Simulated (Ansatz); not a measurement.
# C2H9NSi3: the cost of one run

Program: Ansatz 0.2.0. Level of theory: RKS LDA/def2-SVP. These are calculated values, not measurements.

**1. The starting structure**

Bond lengths: C1–C2 1.167 Å, C2–Si3 1.865 Å, Si3–Si4 2.324 Å, Si3–Si5 2.342 Å, Si5–N6 1.722 Å, C1–H7 1.095 Å, Si3–H8 1.444 Å, Si4–H9 1.551 Å, Si4–H10 1.438 Å, Si4–H11 1.455 Å, Si5–H12 1.453 Å, Si5–H13 1.449 Å, N6–H14 1.041 Å, N6–H15 1.012 Å. Angles (14 of 23 angles, heavy atoms first): C1–C2–Si3 178.2°, C2–Si3–Si4 111.8°, C2–Si3–Si5 109.5°, Si4–Si3–Si5 101.4°, Si3–Si5–N6 113.0°, C2–C1–H7 175.0°, C2–Si3–H8 112.0°, Si4–Si3–H8 113.5°, Si5–Si3–H8 108.0°, Si3–Si4–H9 106.9°, Si3–Si4–H10 111.5°, Si3–Si4–H11 112.7°, Si3–Si5–H12 111.3°, Si3–Si5–H13 110.0°.

As a file:

```xyz
15

C    -2.0340    1.0160    2.0239
C    -1.5216    0.4780    1.1243
Si   -0.6790   -0.4219   -0.2757
Si    0.1594   -2.4804    0.4030
Si    1.2881    0.7073   -0.8593
N     1.0223    2.3606   -1.2608
H    -2.5602    1.5761    2.8034
H    -1.5141   -0.4986   -1.4513
H    -1.0550   -3.3381    0.8462
H     0.8082   -3.1693   -0.6795
H     1.0017   -2.3817    1.5858
H     1.9331    0.0879   -2.0048
H     2.1875    0.7550    0.2763
H     0.5680    2.8562   -0.4655
H     0.3737    2.4022   -2.0366
```

**2. Relaxing end A**

input.yaml

```yaml
crystal:
  periodic: [false, false, false]
  atoms:
    - { symbol: C, position_ang: [-2.034, 1.016, 2.0239] }
    - { symbol: C, position_ang: [-1.5216, 0.478, 1.1243] }
    - { symbol: Si, position_ang: [-0.679, -0.4219, -0.2757] }
    - { symbol: Si, position_ang: [0.1594, -2.4804, 0.403] }
    - { symbol: Si, position_ang: [1.2881, 0.7073, -0.8593] }
    - { symbol: "N", position_ang: [1.0223, 2.3606, -1.2608] }
    - { symbol: H, position_ang: [-2.5602, 1.5761, 2.8034] }
    - { symbol: H, position_ang: [-1.5141, -0.4986, -1.4513] }
    - { symbol: H, position_ang: [-1.055, -3.3381, 0.8462] }
    - { symbol: H, position_ang: [0.8082, -3.1693, -0.6795] }
    - { symbol: H, position_ang: [1.0017, -2.3817, 1.5858] }
    - { symbol: H, position_ang: [1.9331, 0.0879, -2.0048] }
    - { symbol: H, position_ang: [2.1875, 0.755, 0.2763] }
    - { symbol: H, position_ang: [0.568, 2.8562, -0.4655] }
    - { symbol: H, position_ang: [0.3737, 2.4022, -2.0366] }
basis:
  gaussian: { orbitals: def2-SVP }
hamiltonian:
  xc: lda
relax:
  f_tol: 0.015
  max_steps: 40
output:
  orbitals: {}
```

On the command line:

```bash
> ansatz run input.yaml --threads 2 --pin off --max-ram 3072MiB --backend cpu --events-out ev --progress --plain --runs-dir out
```

Q: Estimate wall time and peak memory on 2 threads of Intel Xeon Platinum 8259CL at 2.50GHz (Skylake/Cascade Lake), shared host.

About 57 s, with a peak of 0.21 GiB.
